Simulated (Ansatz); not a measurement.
## C₃H₁₀ClGaS, SMILES C[S+](C)[GaH2-][CH2]Cl: a single point in a Gaussian basis, step by step

Computed with Ansatz 0.2.0, Python API.

Typed at the interpreter:
```pycon
>>> from pathlib import Path
>>> import ansatz
>>> import numpy as np
>>> import pandas as pd
>>> geometry_ang = [
...     ("C", (-0.5513, -1.8015, 0.8571)),
...     ("S", (-0.8296, -0.0529, 1.0147)),
...     ("C", (-2.0773, 0.4619, -0.1419)),
...     ("Ga", (1.0652, 1.0354, 0.5847)),
...     ("C", (1.763, 0.4437, -1.19)),
...     ("Cl", (3.1482, 1.4585, -1.6491)),
...     ("H", (-0.2244, -2.034, -0.1774)),
...     ("H", (-1.4912, -2.3473, 1.079)),
...     ("H", (0.2358, -2.1165, 1.5725)),
...     ("H", (-2.2437, 1.5543, -0.0444)),
...     ("H", (-1.7448, 0.2298, -1.1748)),
...     ("H", (-3.0239, -0.0758, 0.0711)),
...     ("H", (0.7776, 2.619, 0.548)),
...     ("H", (2.1495, 0.6998, 1.7262)),
...     ("H", (2.0843, -0.616, -1.1243)),
...     ("H", (0.9624, 0.5414, -1.9515)),
... ]
>>> c3h10clgas = ansatz.Crystal.molecule()
>>> for symbol, xyz in geometry_ang:
...     c3h10clgas = c3h10clgas.atom(symbol, xyz)
...
>>> model = c3h10clgas.calculation().basis(gaussian="cc-pVDZ").functional("r2scan").forces().orbitals()
>>> done = model.run(threads=1, runs_dir="out")

>>> report = done.report
>>> report["published_state_doubts"]
[]
>>> report["converged"], report["free_energy_ev"]
(True, -79004.87571718339)
>>> {key: value for key, value in report.items() if isinstance(value, (int, float)) and "ev" in key}
{'free_energy_ev': -79004.87571718339, 'reference_energy_ev': -79004.87571718339}
>>> print(f"E = {report['free_energy_ev']:.6f} eV = {report['free_energy_ev'] / 27.211386246:.7f} Ha")
E = -79004.875717 eV = -2903.3756312 Ha
>>> print("converged:", report["converged"], " doubts:", report["published_state_doubts"] or "none")
converged: True  doubts: none
>>> field = report["mean_field"]
>>> print("<S^2> =", round(abs(field["state"]["spin_squared"]), 4), " relativity:", field["relativity"])
<S^2> = 0.0  relativity: none
>>> print("passes:", field["passes"])
passes: {'evaluations': 18, 'products': 13}
>>> if "symmetry" in field:
...     print("occupied orbitals by irrep:", field["symmetry"]["occupied"])
...
occupied orbitals by irrep: [{'A': 46}, {'A': 46}]
>>> symbols = [site.symbol for site in c3h10clgas.cartesian_sites]
>>> forces = np.array(report["forces_ev_ang"])
>>> print("largest force", round(float(np.linalg.norm(forces, axis=1).max()), 4), "eV/A, rms", round(float(np.sqrt((forces ** 2).mean())), 4))
largest force 3.2404 eV/A, rms 0.7124
>>> charges = report["charge_distribution"]
>>> table = pd.DataFrame({"atom": symbols, "mulliken": charges["mulliken_charges_e"], "lowdin": charges["lowdin_charges_e"]})
>>> table.round(3)
   atom  mulliken  lowdin
0     C    -0.159  -0.095
1     S     0.055   0.770
2     C    -0.157  -0.095
3    Ga     0.078  -0.612
4     C    -0.249  -0.222
5    Cl    -0.137   0.208
6     H     0.096   0.021
7     H     0.093   0.018
8     H     0.125   0.045
9     H     0.127   0.045
10    H     0.096   0.021
11    H     0.091   0.018
12    H    -0.092  -0.063
13    H    -0.094  -0.065
14    H     0.068   0.005
15    H     0.059   0.002
>>> print("dipole (e A):", np.round(charges["dipole_moment_e_ang"], 4) + 0.0)
dipole (e A): [-1.4514 -1.0165  0.0342]
>>> lines = Path(report["orbitals_path"]).read_text().splitlines()
>>> field_of = lambda key: [line.split("=")[1].strip() for line in lines if line.startswith(key)]
>>> orbitals = [(27.211386 * float(e), s, float(n)) for e, s, n in zip(field_of("Ene="), field_of("Spin="), field_of("Occup="))]
>>> homo = max(e for e, _, n in orbitals if n > 0.5)
>>> lumo = min(e for e, _, n in orbitals if n < 0.5)
>>> print(f"HOMO {homo:.3f} eV, LUMO {lumo:.3f} eV, gap {lumo - homo:.3f} eV")
HOMO -5.342 eV, LUMO -0.456 eV, gap 4.885 eV
```

Caveats:
- Total energies depend on the basis set; only differences at equal settings carry meaning.
- The geometry is a force-field or estimated start, not a minimum of this method, and the basis set is short of its limit.
- The Löwdin charges here are taken after orthogonalising the functions within each atom; they differ from plain Löwdin charges, and their signs can be unphysical.
- Levels such as HOMO and LUMO are orbital energies: with these approximate functionals they aren't the ionisation energy and electron affinity, and their gap isn't the fundamental gap.
- It ran for 22 s on 1 thread of Arm Neoverse V2 (shared host), peak memory 0.4 GiB.

(Lines on the test bed's own set-up are left out of the output.)
